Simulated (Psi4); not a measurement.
# Two attempts at SiHBrO (SMILES O[Si]Br)

Aim: the polarisability of SiHBrO at HF/cc-pVDZ-DK (ZORA).

The results are computed with Psi4 1.11.

2 further runs of the same task are left out: 1 that didn't finish, 1 set aside as unsound or not needed.

### Step 1. The system as given

SiHBrO has 4 atoms, charge 0, and is taken as a singlet. SMILES: `O[Si]Br`. The coordinates come from a PBE0-D4/def2-TZVP relaxation.

Bond lengths: O1–Si2 1.636 Å, Si2–Br3 2.289 Å, O1–H4 0.963 Å. Angles: O1–Si2–Br3 101.2°, Si2–O1–H4 120.7°.

### Step 2. Try one

Input file calc.py:

```python
import psi4

psi4.set_memory('1600 MB')
psi4.set_num_threads(1)
psi4.core.set_output_file('psi4.out', False)

geom = psi4.geometry("""
0 1
O
Si 1 1.635526
Br 2 2.28935 1 101.23745
H 1 0.962708 2 120.67058 3 0.01005
symmetry c1
no_reorient
no_com
""")

options = {'reference': 'rhf', 'scf_type': 'pk', 'maxiter': 5, 'relativistic': 'zora'}
psi4.set_options(options)

E = psi4.properties("scf/cc-pVDZ-DK", properties=['dipole_polarizabilities'])
print('E =', round(E, 9))
for k, v in sorted(psi4.core.scalar_variables().items()):
    print(f'{k:45s} {v:18.10f}')
```

Started as:

```console
$ python calc.py
```

psi4.out:

```text
=> Loading Basis Set <=

    Name: CC-PVDZ-DK
    Role: ORBITAL
    Keyword: BASIS

         ---------------------------------------------------------
                                   SCF
                              RHF Reference
                        1 Threads,   1525 MiB Core
         ---------------------------------------------------------

  ==> Geometry <==

    Molecular point group: c1
    Full point group: C1

    Geometry (in Angstrom), charge = 0, multiplicity = 1:

       Center              X                  Y                   Z               Mass
    ------------   -----------------  -----------------  -----------------  -----------------
         O            0.000001181449     1.437007614194    -1.691258461425    15.994914619570
         SI           0.000001181449     1.437007614194    -0.055732461425    27.976926534650
         BR           0.000001181449    -0.808450942947     0.390405735393    78.918337600000
         H           -0.000144061207     0.608968700071    -2.182337099594     1.007825032230

  Running in c1 symmetry.

  Rotational constants: A =      0.69244  B =      0.09310  C =      0.08206 [cm^-1]
  Rotational constants: A =  20758.76829  B =   2790.96649  C =   2460.19869 [MHz]
  Nuclear repulsion =  211.840037672564478

  Charge       = 0
  Multiplicity = 1
  Electrons    = 58
  Nalpha       = 29
  Nbeta        = 29

  ==> Algorithm <==

  SCF Algorithm Type is PK.
  DIIS enabled.
  MOM disabled.
  Fractional occupation disabled.
  Guess Type is SAD.
  Energy threshold   = 1.00e-06
  Density threshold  = 1.00e-06
  Integral threshold = 1.00e-12

  ==> Primary Basis <==

  Basis Set: CC-PVDZ-DK
    Blend: CC-PVDZ-DK
    Number of shells: 28
    Number of basis functions: 64
    Number of Cartesian functions: 68
    Spherical Harmonics?: true
    Max angular momentum: 2

  ==> Integral Setup <==

  Using in-core PK algorithm.
   Calculation information:
      Number of atoms:                   4
      Number of AO shells:              28
      Number of primitives:            167
      Number of atomic orbitals:        68
      Number of basis functions:        64

      Integral cutoff                 1.00e-12
      Number of threads:                 1

  Performing in-core PK
  Using 4328480 doubles for integral storage.
  We computed 81466 shell quartets total.
  Whereas there are 82621 unique shell quartets.

  ==> DiskJK: Disk-Based J/K Matrices <==

    J tasked:                  Yes
    K tasked:                  Yes
    wK tasked:                  No
    Memory [MiB]:             1144
    Schwarz Cutoff:          1E-12

 OEINTS: Using relativistic (ZORA) kinetic integrals.

        ____  ____  ___  ___
       /_  / / __ \/ _ \/ _ |
        / /_/ /_/ / , _/ __ |
       /___/\____/_/|_/_/ |_|
      ========================

  ==> ZORA Details <==
    Total number of grid points: 933962
    Total number of batches: 6238
    Using 1 thread(s)

  Minimum eigenvalue in the overlap matrix is 2.0331676330E-02.
  Reciprocal condition number of the overlap matrix is 5.3655500521E-03.
    Using symmetric orthogonalization.

  ==> Pre-Iterations <==

  SCF Guess: Superposition of Atomic Densities via on-the-fly atomic UHF (no occupation information).

   -------------------------
    Irrep   Nso     Nmo
   -------------------------
     A         64      64
   -------------------------
    Total      64      64
   -------------------------

  ==> Iterations <==

                        Total Energy        Delta E     RMS |[F,P]|

   @RHF iter SAD: -2980.22063609254110   -2.98022e+03   0.00000e+00
   @RHF iter   1: -2982.41614199263859   -2.19551e+00   1.03192e-02 ADIIS/DIIS
   @RHF iter   2: -2982.55388651589510   -1.37745e-01   4.95948e-03 ADIIS/DIIS
   @RHF iter   3: -2982.59161122218711   -3.77247e-02   7.89822e-04 ADIIS/DIIS
   @RHF iter   4: -2982.59272377241632   -1.11255e-03   1.96112e-04 ADIIS/DIIS
   @RHF iter   5: -2982.59284492133429   -1.21149e-04   3.92217e-05 DIIS

PsiException: Could not converge SCF iterations in 5 iterations.

  Failed to converge.
```

The script printed:

```text
Traceback (most recent call last):
  File "calc.py", line 21, in <module>
    E = psi4.properties("scf/cc-pVDZ-DK", properties=['dipole_polarizabilities'])
psi4.driver.p4util.exceptions.SCFConvergenceError: Could not converge SCF iterations in 5 iterations.
```

Wall time 31 s (1 thread of AMD EPYC 7R43 (Zen 3), shared host); peak memory 0.52 GiB.

### Step 3. What went wrong

The run stopped without converging.

The log says `psi4.driver.p4util.exceptions.SCFConvergenceError: Could not converge SCF iterations in 5 iterations.`. What is wrong: the iteration cap is too low for convergence. To mend it: iteration cap at its default in place of 5.

### Step 4. The mended input

Input file calc.py:

```python
import psi4

psi4.set_memory(1600000000)
psi4.set_num_threads(1)
psi4.set_output_file('brhosi.out', False)

geom = psi4.geometry("""
0 1
O
Si 1 1.635526
Br 2 2.28935 1 101.23745
H 1 0.962708 2 120.67058 3 0.01005
units angstrom
symmetry c1
no_reorient
no_com
""")

options = {'reference': 'rhf', 'scf_type': 'pk', 'relativistic': 'zora'}
psi4.set_options(options)

e = psi4.properties("scf/cc-pVDZ-DK", properties=['dipole_polarizabilities'])
print(f'scf/cc-pVDZ-DK energy: {e:.10f} Eh')
for k, v in sorted(psi4.core.scalar_variables().items()):
    print(f'{k:45s} {v:18.10f}')
```

Started as:

```console
$ python calc.py
```

brhosi.out:

```text
[...]
  Running in c1 symmetry.
[...]
  Nuclear repulsion =  211.840037672564478
[...]
  Multiplicity = 1
[...]
  Nalpha       = 29
  Nbeta        = 29
[...]
    Number of basis functions: 64
[...]
   @RHF iter   1: -2982.41614199263859   -2.19551e+00   1.03192e-02 ADIIS/DIIS
[...]
   @RHF iter   8: -2982.59285566012204   -1.40682e-07   9.99163e-07 DIIS
[...]
    Orbital Energies [Eh]
    ---------------------
    Doubly Occupied:
       1A   -504.156312     2A    -69.158903     3A    -67.027114
       4A    -59.111021     5A    -59.110572     6A    -59.110401
       7A    -20.623673     8A    -10.119504     9A     -7.508278
      10A     -7.504393    11A     -7.503537    12A     -6.230039
      13A     -4.306532    14A     -4.305507    15A     -4.304443
      16A     -3.109721    17A     -3.108200    18A     -3.107143
      19A     -3.103109    20A     -3.103057    21A     -1.378518
      22A     -1.027312    23A     -0.768922    24A     -0.627479
      25A     -0.555362    26A     -0.522875    27A     -0.422993
      28A     -0.421873    29A     -0.362963
[...]
  @RHF Final Energy: -2982.59285566012204
   => Energetics <=
    Nuclear Repulsion Energy =            211.8400376725644776
    One-Electron Energy =               -4565.4662500489339436
    Two-Electron Energy =                1371.0333567162472264
    Total Energy =                      -2982.5928556601220407
[...]
 Multipole Moments:
 ------------------------------------------------------------------------------------
     Multipole            Electronic (a.u.)      Nuclear  (a.u.)        Total (a.u.)
 ------------------------------------------------------------------------------------
 L = 1.  Multiply by 2.5417464519 to convert [e a0] to [Debye]
 Dipole X            :          0.0000321           -0.0001450           -0.0001129
 Dipole Y            :         -7.2629891            7.4216220            0.1586328
 Dipole Z            :          4.9277709           -5.3450119           -0.4172410
 Magnitude           :                                                    0.4463793
[...]
```

Standard output:

```text
scf/cc-pVDZ-DK energy: -2982.5928556601 Eh
CURRENT ENERGY                                  -2982.5928556601
CURRENT REFERENCE ENERGY                        -2982.5928556601
DD SOLVATION ENERGY                                 0.0000000000
DIPOLE POLARIZABILITY XX                           30.2991138811
DIPOLE POLARIZABILITY XY                            0.0001943671
DIPOLE POLARIZABILITY XZ                            0.0002991454
DIPOLE POLARIZABILITY YX                            0.0001947169
DIPOLE POLARIZABILITY YY                           56.4389633568
DIPOLE POLARIZABILITY YZ                           -6.2846368491
DIPOLE POLARIZABILITY ZX                            0.0002990643
DIPOLE POLARIZABILITY ZY                           -6.2846357525
DIPOLE POLARIZABILITY ZZ                           35.8531904703
HF KINETIC ENERGY                                3098.0189768929
HF POTENTIAL ENERGY                             -6080.6118325531
HF TOTAL ENERGY                                 -2982.5928556601
HF VIRIAL RATIO                                     1.9627419580
NUCLEAR REPULSION ENERGY                          211.8400376726
ONE-ELECTRON ENERGY                             -4565.4662500489
PCM POLARIZATION ENERGY                             0.0000000000
PE ENERGY                                           0.0000000000
SCF ITERATION ENERGY                            -2982.5928556601
SCF ITERATIONS                                      8.0000000000
SCF TOTAL ENERGY                                -2982.5928556601
TWO-ELECTRON ENERGY                              1371.0333567162
```

Wall time 39 s (1 thread of AMD EPYC 7R43 (Zen 3), shared host); peak memory 0.52 GiB.

### Step 5. Results

Level: HF/cc-pVDZ-DK (ZORA).

| quantity | value |
| --- | --- |
| total energy | -2982.59286 Eh |
| dipole moment | 1.13 D |
| HOMO energy | -9.88 eV |
| LUMO energy | 1.12 eV |
| HOMO–LUMO gap | 10.99 eV |
| mean static polarisability | 40.9 bohr³ |
